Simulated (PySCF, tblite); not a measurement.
# C₆H₁₂F₂Si: geometry, infrared bands and NMR shifts

What infrared bands and NMR shifts should C₆H₁₂F₂Si (`C[C@@]1(F)CCC[Si@H](F)C1`) show?

The runs use tblite 0.8.0 and PySCF 2.14.0, with density-fitted response routines of our own; the level of theory stands in each step. All values are computed, except where a source is named. Atoms are numbered from 0 throughout.

## Step 1: The starting structure

21 atoms, charge 0, multiplicity 1; geometry from: force field or distance geometry start.

Bonds of the start (Å): C0–C1 1.51, C1–F2 1.38, C1–C3 1.50, C3–C4 1.51, C4–C5 1.52, C5–Si6 1.87, Si6–F7 1.68, Si6–C8 1.86, C8–C1 1.51, C0–H9 1.11, C0–H10 1.11, C0–H11 1.11, C3–H12 1.09, C3–H13 1.09, C4–H14 1.11, C4–H15 1.09, C5–H16 1.10, C5–H17 1.12, Si6–H18 1.49, C8–H19 1.10, C8–H20 1.11.

## Step 2: Geometry optimisation with GFN2-xTB

Job settings and geometry (Å):

```
{"job": {"kind": "relax", "xc": "GFN2-xTB", "basis": "xTB"}, "charge": 0, "multiplicity": 1}
C     -1.999400     0.188800     0.503300
C     -1.031600    -0.191800    -0.596300
F     -1.797100    -0.436800    -1.712700
C     -0.181300     0.999500    -0.936200
C      0.650100     1.316700     0.286800
C      1.908600     0.485100     0.099500
Si     1.325200    -1.222200     0.603100
F      2.469700    -2.360900     0.133300
C     -0.280600    -1.463800    -0.307300
H     -3.058800     0.045600     0.200600
H     -1.831100    -0.365100     1.450700
H     -1.892100     1.262900     0.747700
H      0.453900     0.726100    -1.779700
H     -0.821600     1.841700    -1.190200
H      0.084100     0.921800     1.158800
H      0.841400     2.379800     0.456000
H      2.765300     0.842300     0.687300
H      2.207900     0.425000    -0.974600
H      1.109700    -1.255800     2.074500
H     -0.028600    -1.993300    -1.232800
H     -0.902700    -2.128700     0.327800
```

Command:

```sh
OMP_NUM_THREADS=1 python probes_run.py task.json out
```

One launch serves the whole session: the jobs run in the order shown.

**Question.** This job is followed by: GFN2-xTB harmonic vibrations, gas phase; GIAO PBE0/pcSseg-1 NMR shielding, non-relativistic, gas phase. What will the session give for the following? strongest single infrared mode (GFN2-xTB); zero-point energy (GFN2-xTB); 13C shifts against TMS (PBE0/pcSseg-1); 1H shifts against TMS (PBE0/pcSseg-1, means over atoms taken as alike); 19F shifts against CFCl3 (PBE0/pcSseg-1); 29Si shifts against TMS (PBE0/pcSseg-1).

The runs gave:

```
                                                              quantity                                                           value
                             strongest single infrared mode (GFN2-xTB)                                           2298 cm⁻¹, 276 km/mol
                                          zero-point energy (GFN2-xTB)                                                  106.4 kcal/mol
                                13C shifts against TMS (PBE0/pcSseg-1)                          97.1, 44.0, 31.6, 29.0, 22.0, 15.4 ppm
1H shifts against TMS (PBE0/pcSseg-1, means over atoms taken as alike)  5.27, 1.99, 1.93, 1.78, 1.70, 1.52, 1.26, 1.16, 1.16, 0.81 ppm
                              19F shifts against CFCl3 (PBE0/pcSseg-1)                                              -134.3, -203.6 ppm
                               29Si shifts against TMS (PBE0/pcSseg-1)                                                        21.5 ppm
```

In words: The optimisation took 90 steps and gained 0.836 eV; among the close pairs (by a distance rule), Si6–F7 changed most, from 1.681 to 1.619 Å. No mode is imaginary among the 57: a minimum at this level. The strongest single mode, at 2298 cm⁻¹, moves mainly H18. Unscaled tight-binding wavenumbers are off by several per cent, some by more. Its intensities can rank the bands wrongly.
